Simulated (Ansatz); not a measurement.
**CH₄ClOSn radical: how energies converge with the basis set**

How large a basis does CH₄ClOSn radical need? Two functionals are run in growing sets.

Computed with Ansatz 0.2.0, Gaussian basis. Level: one geometry, several basis sets.

Levels to be run: PBE0-D4/def2-SVP; ωB97M-V/def2-SVP; PBE0-D4/def2-QZVPP; ωB97M-V/def2-QZVPP; the functionals' def2-TZVPP values are taken from earlier runs.

## 1. Structure used throughout

An earlier PBE0-D4 in a triple-zeta def2 set relaxation fixed the geometry. Sn takes the def2 core potential; no spin-orbit term is included.

SMILES `[CH3][Sn]([OH])[Cl]`, 8 atoms, charge 0, spin multiplicity 2.

Atoms are counted from 1 here; the program's logs count them from 0.

Bond lengths: C1–Sn2 2.166 Å, C1–H5 1.088 Å, C1–H6 1.088 Å, C1–H7 1.090 Å, Sn2–O3 1.971 Å, Sn2–Cl4 2.366 Å, O3–H8 0.961 Å. Angles: Sn2–C1–H5 109.2°, Sn2–C1–H6 108.9°, Sn2–C1–H7 105.3°, H5–C1–H6 111.1°, H5–C1–H7 111.1°, H6–C1–H7 110.9°, C1–Sn2–O3 103.4°, C1–Sn2–Cl4 107.5°, O3–Sn2–Cl4 103.9°, Sn2–O3–H8 113.7°.

## 2. PBE0-D4 in def2-SVP

The input, in.yaml:

```yaml
crystal:
  periodic: [false, false, false]
  atoms:
    - {symbol: C, position_ang: [-0.109381, 1.345453, -0.183543]}
    - {symbol: Sn, position_ang: [-0.713449, -0.659845, 0.367486]}
    - {symbol: O, position_ang: [0.917058, -1.422106, 1.169680]}
    - {symbol: Cl, position_ang: [-0.992839, -1.893350, -1.632524]}
    - {symbol: H, position_ang: [-0.903612, 1.812065, -0.762369]}
    - {symbol: H, position_ang: [0.100522, 1.912040, 0.721833]}
    - {symbol: H, position_ang: [0.792837, 1.220591, -0.782870]}
    - {symbol: H, position_ang: [1.000964, -2.371748, 1.046508]}
basis:
  gaussian: {orbitals: def2-SVP}
magnetization: {spin_polarized: true, initial_magnetization: 1}
hamiltonian: {xc: pbe0, dispersion: d4}
output: {orbitals: {seedname: orbitals}}
```

Launch:

```
$ ansatz run in.yaml --threads 4 --pin off --events-out ev --progress --plain --max-ram 10444MiB
```

The runs that follow: ωB97M-V in def2-SVP; PBE0-D4 in def2-QZVPP; ωB97M-V in def2-QZVPP.

Before running them: what should the planned runs give, taken together? Wanted: PBE0-D4: double and triple zeta above quadruple; ωB97M-V: double and triple zeta above quadruple.

**Answer**, as computed:

| quantity | value |
| --- | --- |
| PBE0-D4: double and triple zeta above quadruple | 9.25, 0.63 eV |
| ωB97M-V: double and triple zeta above quadruple | 9.36, 0.61 eV |

PBE0-D4 gains 8.63 eV from double to triple zeta, then 0.63 eV more. Total energies overstate the basis error of differences, where much of it tends to cancel.
